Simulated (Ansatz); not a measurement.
The system is YbH3.

```
Yb H
1.0
     0.00000    2.60497    2.60497
     2.60497    0.00000    2.60497
     2.60497    2.60497    0.00000
Yb H
1 3
Direct
  0.00000 0.00000 0.00000
  0.50000 0.50000 0.50000
  0.25000 0.25000 0.25000
  0.75000 0.75000 0.75000
```

The cell comes from a database or a generator and needn't be the stable form of this composition.

* Program: Ansatz 0.2.0
* Task: single point
* Functional: PBE
* Potentials or basis: Ansatz PAW
* Cutoff: 420 eV (not typed: the program's choice for these potentials)
* k mesh: 9 × 9 × 9
* Occupations: fermi-dirac, width 0.05 eV
* Spin: collinear spin, ferromagnetic start
* Starting moments: [1.0, 0.0, 0.0, 0.0] μB

On this cell: pressure -5.4 GPa; largest force zero by symmetry; net moment 0.17 μB per cell; site moments Yb +0.16; H +0.00 μB; band gap on the k mesh none (metal or under the smearing width).

The same run follows on a disturbed copy (atoms moved at random, drawn with an rms of 0.05 Å):

```
CELL_PARAMETERS angstrom
0.00000 2.60497 2.60497
2.60497 0.00000 2.60497
2.60497 2.60497 0.00000
ATOMIC_POSITIONS crystal
Yb 0.01138 0.00823 0.98697
H 0.51238 0.47946 0.49317
H 0.23732 0.25544 0.25017
H 0.75447 0.73757 0.75238
```

Q: What changes?

A: The energy (extrapolated to zero smearing) moves by +4.6 meV/atom; pressure -5.2 GPa; largest force 0.342 eV/Å; net moment 0.17 μB per cell; site moments Yb +0.15; H +0.00 μB; band gap on the k mesh none (metal or under the smearing width).

Forces on the atoms (eV/Å):
```
Yb   0.012  0.003 -0.342
H    0.065 -0.021 -0.004
H   -0.116  0.103  0.166
H    0.040 -0.085  0.180
```

Stress tensor (GPa, compression positive):
```
-5.17 -0.04  0.37
-0.04 -5.20 -0.28
 0.37 -0.28 -5.14
```

Caveats: spin-orbit coupling is left out, which moves the levels of the heavy elements; without U or exact exchange the open f shell lies at the Fermi level, which spoils levels, moments and volumes.
